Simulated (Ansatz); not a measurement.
# Ti3Pb2O2: the cost of one run

Computed with Ansatz 0.2.0 (DFT PBE, scalar-relativistic, plane waves, PAW, unless a step names another level, unless a step's input says otherwise).

## Step 1: Starting point

It takes space group P-3m1 (No. 164, trigonal). The conventional cell has a = 3.176 Å, b = 3.176 Å, c = 13.453 Å, α = 90.00°, β = 90.00°, γ = 120.00°. Ti (site symmetry -3m) has 6 O at 2.15 Å as nearest neighbours. Ti (site symmetry 3m) has 3 O at 2.17 Å as nearest neighbours. Pb (site symmetry 3m) has 3 Ti at 3.15 Å and 6 Pb at 3.18 Å as nearest neighbours. Around O (site symmetry 3m) lie 6 Ti at 2.15 to 2.17 Å.

Coordinates:

```xyz
7
Lattice="3.1764 0.0000 0.0000 -1.5882 2.7508 0.0000 0.0000 0.0000 13.4527" Properties=species:S:1:pos:R:3 pbc="T T T"
Ti    0.0000    0.0000    0.0000
Ti    1.5882    0.9169    2.2913
Ti    0.0000    1.8339   11.1614
Pb    1.5882    0.9169    8.5985
Pb    0.0000    1.8339    4.8543
O     1.5882    0.9169   12.3213
O     0.0000    1.8339    1.1314
```

It came out lowest among 21 distinct ends of the trial cells. At a tolerance of 0.05 Å it has space group P-3m1 (No. 164).

## Step 2: A stricter relaxation, on the response runs' mesh and smearing

File input.yaml:

```yaml
crystal:
  lattice:
    - [3.1763894378, 0.0, 0.0]
    - [-1.5881947189, 2.7508339454, 0.0]
    - [0.0, 0.0, 13.452738394]
  atoms:
    - { symbol: Ti, position: [0.0, 0.0, 0.0] }
    - { symbol: Ti, position: [0.6666666667, 0.3333333333, 0.1703254823] }
    - { symbol: Ti, position: [0.3333333333, 0.6666666667, 0.8296745177] }
    - { symbol: Pb, position: [0.6666666667, 0.3333333333, 0.639161539] }
    - { symbol: Pb, position: [0.3333333333, 0.6666666667, 0.360838461] }
    - { symbol: O, position: [0.6666666667, 0.3333333333, 0.915896352] }
    - { symbol: O, position: [0.3333333333, 0.6666666667, 0.084103648] }
basis:
  ecutwfc: 420
kpoints:
  mp_grid: { grid: [12, 12, 4] }
hamiltonian:
  xc: pbe
scf:
  occupations: { method: gaussian, width: 0.1 }
output:
  forces: true
  stress: true
  eigenvalues: true
relax:
  adjacent_minimum: "off"
  f_tol: 0.001
  max_steps: 60
  cell: { stress_tol: 0.01 }
```

Started as:

```console
> ansatz run input.yaml --threads 3 --pin off --max-ram 7680MiB --backend cpu --events-out ev --progress --plain --runs-dir out
```

**Question.** How long does this run take on 3 threads of AMD EPYC 9R45 (Zen 5), shared host, and how much memory does it need?

About 26 s, with a peak of 0.72 GiB.
